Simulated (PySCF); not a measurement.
# CH5FGe (SMILES [CH3][GeH2][F]): CASSCF(2,2)/pcseg-1 (density fitting with def2-universal-jkfit)

Aim: the energy difference between two shapes of CH5FGe at CASSCF(2,2)/pcseg-1 (density fitting with def2-universal-jkfit), from 2 runs. Input form: a Python script.

The calculation is run with PySCF 2.14.0.

1 further run of the same task is left out (set aside as unsound or not needed).

**1. The structure to begin with**

CH5FGe has 8 atoms, charge 0, and is taken as a singlet. As SMILES, `[CH3][GeH2][F]`. The coordinates come from a PBE0-D4/def2-TZVP relaxation.

Bond lengths: C1–Ge2 1.936 Å, Ge2–F3 1.748 Å, C1–H4 1.092 Å, C1–H5 1.090 Å, C1–H6 1.090 Å, Ge2–H7 1.538 Å, Ge2–H8 1.538 Å. Some angles: C1–Ge2–F3 106.4°, C1–Ge2–H7 113.5°, C1–Ge2–H8 113.5°, F3–Ge2–H7 105.5°, F3–Ge2–H8 105.5°, Ge2–C1–H4 110.2°, Ge2–C1–H5 109.9°, Ge2–C1–H6 109.9°, H7–Ge2–H8 111.6°, H4–C1–H5 108.8°.

**2. The energy at CASSCF(2,2)/pcseg-1 (density fitting with def2-universal-jkfit)**

Input file input.py:

```python
from pyscf import gto, scf, mcscf

molecule = gto.M(
    atom='''
C       -0.598200       0.789100      -0.332100
Ge       0.468300      -0.734500       0.207400
F        1.437000      -0.203900       1.562200
H       -1.229500       0.526100      -1.183100
H        0.052600       1.615500      -0.619000
H       -1.235200       1.108200       0.493200
H        1.473200      -1.188800      -0.864100
H       -0.368100      -1.911600       0.735600
''',
    max_memory=1860,
    basis='pcseg-1',
    verbose=4,
)

calc0 = scf.RHF(molecule)
calc0 = calc0.density_fit(auxbasis='def2-universal-jkfit')
calc0.kernel()

cas = mcscf.CASSCF(calc0, 2, 2)
cas.fix_spin_(ss=0.0)
cas.natorb = True
cas.kernel()
e_final = cas.e_tot
print(f'total energy: {e_final:.8f} hartree')
calc0.analyze()
```

On the command line:

```console
$ OMP_NUM_THREADS=1 python input.py
```

The program printed:

```text
PySCF version 2.14.0

[... 85 lines left out ...]
sorting_mo_energy = False
[... 51 lines left out ...]
DFT Exchange-Correlation Energy =      -94.516819189514763
[... 11 lines left out ...]
MO #10  energy= -5.21124272824819  occ= 2
[... 9 lines left out ...]
MO #20  energy= -0.624466286670127 occ= 2
[... 9 lines left out ...]
MO #30  energy= 0.210687892030019  occ= 0
[... 9 lines left out ...]
MO #40  energy= 0.569274825535545  occ= 0
[... 9 lines left out ...]
MO #50  energy= 1.03780730106104   occ= 0
[... 9 lines left out ...]
MO #60  energy= 2.18701936797601   occ= 0
[... 9 lines left out ...]
MO #70  energy= 2.75963897389841   occ= 0
[... 9 lines left out ...]
MO #80  energy= 3.57179991477121   occ= 0
[... 91 lines left out ...]
Dipole moment(X, Y, Z, Debye): -1.82781, -0.20209, -2.19496
```

It took 37 s on 1 thread of AMD EPYC (Zen 3), shared host; peak memory 0.19 GiB.

**3. The distorted shape**

Input file job.py:

```python
from pyscf import gto, mcscf

mol = gto.M(
    atom='''
C   -0.587830   0.800008  -0.324309
Ge   0.478328  -0.730353   0.191719
F    1.441689  -0.213515   1.590815
H   -1.218326   0.545042  -1.159382
H    0.049262   1.583939  -0.635377
H   -1.227523   1.101546   0.497559
H    1.506766  -1.204589  -0.845073
H   -0.352935  -1.927051   0.746160
''',
    max_memory=1860,
    verbose=4,
    basis='pcseg-1',
)

mf = mol.RHF()
mf = mf.density_fit(auxbasis='def2-universal-jkfit')
mf.kernel()

cas = mcscf.CASSCF(mf, 2, 2)
cas.fix_spin_(ss=0.0)
cas.natorb = True
cas.kernel()
energy = cas.e_tot
print('Final energy', energy)
mf.analyze()
```

On the command line:

```console
$ OMP_NUM_THREADS=1 python job.py
```

The program printed:

```text
PySCF version 2.14.0

[... 85 lines left out ...]
sorting_mo_energy = False
[... 52 lines left out ...]
DFT Exchange-Correlation Energy =      -94.523526094291583
[... 11 lines left out ...]
MO #10  energy= -5.21296275251527  occ= 2
[... 9 lines left out ...]
MO #20  energy= -0.618109239499745 occ= 2
[... 9 lines left out ...]
MO #30  energy= 0.207355032505648  occ= 0
[... 9 lines left out ...]
MO #40  energy= 0.568585378569839  occ= 0
[... 9 lines left out ...]
MO #50  energy= 1.0298079203504    occ= 0
[... 9 lines left out ...]
MO #60  energy= 2.18520772785994   occ= 0
[... 9 lines left out ...]
MO #70  energy= 2.7765460800914    occ= 0
[... 9 lines left out ...]
MO #80  energy= 3.63465658714223   occ= 0
[... 91 lines left out ...]
Dipole moment(X, Y, Z, Debye): -1.90241, -0.10356, -2.49352
```

Run time: 50 s. Hardware: 1 thread of AMD EPYC (Zen 3), shared host; peak memory 0.18 GiB.

**4. Outcome**

Level: CASSCF(2,2)/pcseg-1 (density fitting with def2-universal-jkfit).

| quantity | value |
| --- | --- |
| first shape: total energy | -2215.31562 Eh |
| first shape: dipole moment (Hartree–Fock density) | 2.86 D |
| first shape: HOMO energy (Hartree–Fock orbitals) | -12.42 eV |
| first shape: LUMO energy (Hartree–Fock orbitals) | 3.76 eV |
| first shape: HOMO–LUMO gap (Hartree–Fock orbitals) | 16.19 eV |
| distorted shape: total energy | -2215.31437 Eh |
| distorted shape: dipole moment (Hartree–Fock density) | 3.14 D |
| distorted shape: HOMO energy (Hartree–Fock orbitals) | -12.49 eV |
| distorted shape: LUMO energy (Hartree–Fock orbitals) | 3.64 eV |
| distorted shape: HOMO–LUMO gap (Hartree–Fock orbitals) | 16.13 eV |
| energy change with the atoms displaced | 0.034 eV |

**Reading.** With the atoms displaced the energy rises by 0.03 eV (0.8 kcal/mol). The first shape isn't relaxed at this level, so the change isn't measured from a minimum. Mulliken charges (first shape) of the mean-field density run from -0.63 on F3 to +0.78 on Ge2; they depend strongly on the basis.
